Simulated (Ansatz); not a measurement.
# C₃H₉NOZn: geometry and vibrations

What shape does C₃H₉NOZn take? The plan is to relax it, then compute its harmonic vibrations to see whether it is a minimum and to get the zero-point energy and entropy, and look at its orbitals and charge.

Method: RKS PBE0-D4/def2-TZVP; program: Ansatz 0.2.0, Gaussian basis.

Levels to be run: relaxation at PBE0-D4/def2-TZVP; harmonic vibrations at the same level; a single point in def2-TZVPP for the fields.

### 1 The system as given

SMILES `CC(C)[O][Zn][NH2]`, 15 atoms, charge 0, spin multiplicity 1.

Atoms are counted from 1 here; the program's logs count them from 0.

Bond lengths: C1–C2 1.530 Å, C1–H7 1.087 Å, C1–H8 1.094 Å, C1–H9 1.088 Å, C2–C3 1.530 Å, C2–O4 1.388 Å, C2–H10 1.103 Å, C3–H11 1.092 Å, C3–H12 1.087 Å, C3–H13 1.087 Å, O4–Zn5 1.749 Å, Zn5–N6 1.842 Å, N6–H14 1.012 Å, N6–H15 1.010 Å. Angles: C2–C1–H7 111.2°, C2–C1–H8 109.0°, C2–C1–H9 109.9°, H7–C1–H8 109.1°, H7–C1–H9 109.1°, H8–C1–H9 108.6°, C1–C2–C3 110.5°, C1–C2–O4 111.5°, C1–C2–H10 108.7°, C3–C2–O4 111.6°, C3–C2–H10 108.7°, O4–C2–H10 105.6°, C2–C3–H11 109.3°, C2–C3–H12 110.9°, C2–C3–H13 109.8°, H11–C3–H12 109.1°, H11–C3–H13 108.6°, H12–C3–H13 109.1° and more.

The start is a GFN2-xTB geometry.

### 2 Relaxation at PBE0-D4/def2-TZVP

The input, in.yaml:

```yaml
crystal:
  periodic: [false, false, false]
  atoms:
    - {symbol: C, position_ang: [-0.479110, -1.276120, 1.209560]}
    - {symbol: C, position_ang: [0.653250, -0.290610, 0.915680]}
    - {symbol: C, position_ang: [1.656050, -0.902500, -0.064890]}
    - {symbol: O, position_ang: [0.163720, 0.923620, 0.455850]}
    - {symbol: Zn, position_ang: [-0.863800, 1.214930, -0.928770]}
    - {symbol: N, position_ang: [-1.821810, 2.567410, -1.732780]}
    - {symbol: H, position_ang: [-0.093530, -2.206240, 1.620270]}
    - {symbol: H, position_ang: [-1.014540, -1.489590, 0.279990]}
    - {symbol: H, position_ang: [-1.177320, -0.835920, 1.917830]}
    - {symbol: H, position_ang: [1.176940, -0.061260, 1.859440]}
    - {symbol: H, position_ang: [1.148630, -1.131770, -1.004330]}
    - {symbol: H, position_ang: [2.085160, -1.815830, 0.338710]}
    - {symbol: H, position_ang: [2.454760, -0.193210, -0.266610]}
    - {symbol: H, position_ang: [-1.258690, 3.175600, -2.313260]}
    - {symbol: H, position_ang: [-2.629720, 2.321500, -2.286690]}
basis:
  gaussian: {orbitals: def2-TZVP}
hamiltonian: {xc: pbe0, dispersion: d4}
relax: {f_tol: 0.005, max_steps: 150}
```

The run is started by

```
ansatz run in.yaml --threads 4 --pin off --events-out ev --progress --plain --max-ram 11315MiB
```

After this run come: Harmonic vibrations; Fields at the relaxed geometry.

Q: Predict the results of all the runs planned. Wanted: point group; shift from the start; total energy; dispersion term; dipole moment; lowest, highest wavenumber; zero-point energy; HOMO, LUMO.

As calculated:

| quantity | value |
| --- | --- |
| point group | C1 |
| steps | 16 |
| shift from the start (rms) | 0.359 Å |
| total energy | -55203.6869 eV |
| dispersion term | -250 meV |
| dipole moment | 2.00 D |
| lowest, highest wavenumber | 28, 3654 cm⁻¹ |
| zero-point energy | 321.6 kJ/mol |
| entropy at 298.15 K | 400.9 J/(mol K) |
| HOMO, LUMO | -7.00, -0.47 eV |

The relaxed geometry lies 0.36 Å (rms) from the start; the bond that changed most is Zn5–N6, from 1.842 to 1.810 Å. No mode is imaginary: a true minimum at this level. The stiffest mode, 3654 cm⁻¹, is an N–H stretch, and 5 modes under 200 cm⁻¹ make the vibrational entropy uncertain. Harmonic hybrid wavenumbers usually lie a few per cent above measured fundamentals. The largest Mulliken charge, -0.70 e, sits on N6. The HOMO lies mostly on N6 61 %; O4 10 % and the LUMO on Zn5 30 %; H14, H15 about 13 % each.
